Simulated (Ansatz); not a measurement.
**CH₃K: one species, many methods**

One table from this session's results is given with a row withheld; the runs are named, their logs left out.

Method: functionals in def2-TZVPP, the program's frozen cores in correlated methods; program: Ansatz 0.2.0, Gaussian basis.

Plan: LDA (SPW92), PBE-D4, revPBE-D4, BLYP-D4, r2SCAN-D4, B97M-V, PBE0-D4, B3LYP-D4, r2SCANh-D4, r2SCAN0-D4, HSE06-D4, BHLYP-D4, CAM-B3LYP-D4, LC-ωPBE, ωB97X-V, ωB97M-V, B2PLYP, PBE-QIDH; CCSD(T)/def2-SVP; CCSD(T)/def2-TZVPP; CCSD(T)/def2-QZVPP; extrapolation to the limit; RPA on PBE.

## Structure used throughout

An earlier PBE0-D4 in a triple-zeta def2 set relaxation fixed the geometry.

SMILES `[CH3][K]`, 5 atoms, charge 0, spin multiplicity 1.

Atoms are counted from 1 here; the program's logs count them from 0.

Bond lengths: C1–K2 2.676 Å, C1–H3 1.098 Å, C1–H4 1.098 Å, C1–H5 1.098 Å. Angles: K2–C1–H3 111.7°, K2–C1–H4 111.7°, K2–C1–H5 111.7°, H3–C1–H4 107.2°, H3–C1–H5 107.2°, H4–C1–H5 107.2°.

The first run:

The input, in.yaml:

```yaml
crystal:
  periodic: [false, false, false]
  atoms:
    - {symbol: C, position_ang: [-0.241669, 0.077132, -0.123343]}
    - {symbol: K, position_ang: [2.067674, -0.765912, 0.932707]}
    - {symbol: H, position_ang: [-1.091350, -0.130724, 0.540339]}
    - {symbol: H, position_ang: [-0.452379, -0.413614, -1.082720]}
    - {symbol: H, position_ang: [-0.232277, 1.159418, -0.308283]}
basis:
  gaussian: {orbitals: def2-TZVPP}
hamiltonian: {xc: lda}
output: {orbitals: {seedname: orbitals}}
```

Among the steps run: LDA; PBE-D4 (GGA); revPBE-D4 (GGA); BLYP-D4 (GGA); r2SCAN-D4 (meta-GGA); B97M-V (meta-GGA); PBE0-D4 (hybrid); B3LYP-D4 (hybrid); r2SCANh-D4 (hybrid); r2SCAN0-D4 (hybrid); HSE06-D4 (hybrid); BHLYP-D4 (hybrid); CAM-B3LYP-D4 (range-separated); LC-ωPBE-D4 (range-separated; the results give it without D4); ωB97X-V (range-separated); ωB97M-V (range-separated); B2PLYP (double hybrid); PBE-QIDH (double hybrid).

One of the session's tables, all rows but one given; the rest of the session is left out.

It belongs to the step «Frontier levels by functional». 

| functional | HOMO (eV) | LUMO (eV) | gap (eV) |
| --- | --- | --- | --- |
| LDA (SPW92) | ? | ? | ? |
| PBE-D4 | -3.02 | -1.59 | 1.43 |
| revPBE-D4 | -2.93 | -1.55 | 1.38 |
| BLYP-D4 | -2.99 | -1.63 | 1.36 |
| r2SCAN-D4 | -2.85 | -1.12 | 1.73 |
| B97M-V | -3.09 | -1.64 | 1.45 |
| PBE0-D4 | -3.80 | -1.11 | 2.68 |
| B3LYP-D4 | -3.73 | -1.37 | 2.36 |
| r2SCANh-D4 | -3.20 | -0.96 | 2.23 |
| r2SCAN0-D4 | -3.75 | -0.77 | 2.98 |
| HSE06-D4 | -3.42 | -1.41 | 2.01 |
| BHLYP-D4 | -4.66 | -0.82 | 3.84 |
| CAM-B3LYP-D4 | -5.03 | -0.67 | 4.36 |
| LC-ωPBE | -6.15 | -0.01 | 6.14 |
| ωB97X-V | -5.87 | 0.02 | 5.89 |
| ωB97M-V | -5.86 | -0.42 | 5.44 |

**Question.** Estimate the row for LDA (SPW92).

**Answer.** HOMO (eV): -3.18; LUMO (eV): -1.64; gap (eV): 1.54. In the column «HOMO (eV)» it lies between r2SCANh-D4 (-3.20) and B97M-V (-3.09).
